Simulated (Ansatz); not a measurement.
# C2H7AlSSi: the cost of one run

All numbers below are computed with Ansatz 0.2.0 (RKS PBE-D4/6-31G*).

### 1 The starting structure

Bond lengths: C1–C2 1.485 Å, C2–Si3 1.841 Å, C2–Al4 1.928 Å, C2–S5 1.818 Å, Al4–S5 2.285 Å, C1–H6 1.124 Å, C1–H7 1.154 Å, C1–H8 1.054 Å, Si3–H9 1.533 Å, Si3–H10 1.476 Å, Si3–H11 1.476 Å, Al4–H12 1.577 Å. Angles (14 of 22 angles, heavy atoms first): C1–C2–Si3 113.5°, C1–C2–Al4 120.7°, C1–C2–S5 115.5°, Si3–C2–Al4 113.6°, Si3–C2–S5 113.0°, Al4–C2–S5 75.1°, C2–Al4–S5 50.3°, C2–S5–Al4 54.6°, C2–C1–H6 112.1°, C2–C1–H7 109.3°, C2–C1–H8 112.6°, C2–Si3–H9 110.2°, C2–Si3–H10 111.5°, C2–Si3–H11 110.9°.

Structure file:

```xyz
12

C    -1.3168    0.4563    0.6361
C    -0.1184    0.3072   -0.2273
Si    1.3034   -0.4967    0.6214
Al   -0.2954   -0.1964   -2.0804
S     0.3606    1.7912   -1.1627
H    -1.1189    1.1155    1.5252
H    -2.1332    1.0333    0.0604
H    -1.7172   -0.4710    0.9364
H     1.6908    0.2987    1.8733
H     2.4955   -0.5468   -0.2478
H     0.9548   -1.8640    1.0529
H    -0.0283   -1.4825   -2.9534
```

### 2 Relaxing end A

input.yaml reads:

```yaml
crystal:
  periodic: [false, false, false]
  atoms:
    - { symbol: C, position_ang: [-1.3168, 0.4563, 0.6361] }
    - { symbol: C, position_ang: [-0.1184, 0.3072, -0.2273] }
    - { symbol: Si, position_ang: [1.3034, -0.4967, 0.6214] }
    - { symbol: Al, position_ang: [-0.2954, -0.1964, -2.0804] }
    - { symbol: S, position_ang: [0.3606, 1.7912, -1.1627] }
    - { symbol: H, position_ang: [-1.1189, 1.1155, 1.5252] }
    - { symbol: H, position_ang: [-2.1332, 1.0333, 0.0604] }
    - { symbol: H, position_ang: [-1.7172, -0.471, 0.9364] }
    - { symbol: H, position_ang: [1.6908, 0.2987, 1.8733] }
    - { symbol: H, position_ang: [2.4955, -0.5468, -0.2478] }
    - { symbol: H, position_ang: [0.9548, -1.864, 1.0529] }
    - { symbol: H, position_ang: [-0.0283, -1.4825, -2.9534] }
basis:
  gaussian: { orbitals: "6-31G*" }
hamiltonian:
  xc: pbe
  dispersion: d4
relax:
  f_tol: 0.015
  max_steps: 40
```

Command:

```console
$ ansatz run input.yaml --threads 2 --pin off --max-ram 3072MiB --backend cpu --events-out ev --progress --plain --runs-dir out
```

**Question.** How long does this run take on 2 threads of Arm Neoverse V1, shared host, and how much memory does it need?

About 32 s, with a peak of 0.15 GiB.
